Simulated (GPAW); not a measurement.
Cd2S, 3 atoms in the cell. It takes space group P3m1 (No. 156, trigonal). The conventional cell has a = 3.963 Å, b = 3.963 Å, c = 5.809 Å, α = 90.00°, β = 90.00°, γ = 120.00°. Cd (site symmetry 3m) has 1 S at 2.52 Å as nearest neighbours. Cd (site symmetry 3m) has 3 S at 2.60 Å as nearest neighbours. Around S (site symmetry 3m) lie 4 Cd at 2.52 to 2.60 Å. The cell comes from a database or a generator and needn't be the stable form of this composition.

- Program: GPAW 26.7.0
- Task: single point
- Functional: PBE
- Potentials or basis: GPAW PAW data sets (gpaw-data 1.2.1)
- Cutoff: 600 eV
- Basis: pw
- k mesh: 8 × 8 × 5
- Occupations: fermi-dirac, width 0.05 eV
- Spin: no spin polarisation
- Maxiter: 150

Potentials or basis: GPAW PAW data sets (gpaw-data 1.2.1), pw.

Launch:

```bash
$ OMP_NUM_THREADS=1 python run.py
```

Hardware: 1 thread of AMD EPYC 7B13 (Zen 3) (shared host).

Problem. How long does it take, and how much memory?

Solution. Run time: 37 s on 1 thread of AMD EPYC 7B13 (Zen 3), with other jobs on the host, peak memory 0.22 GiB. Counts: scf iterations 11, plane waves 2652, bands 26, k points 40.
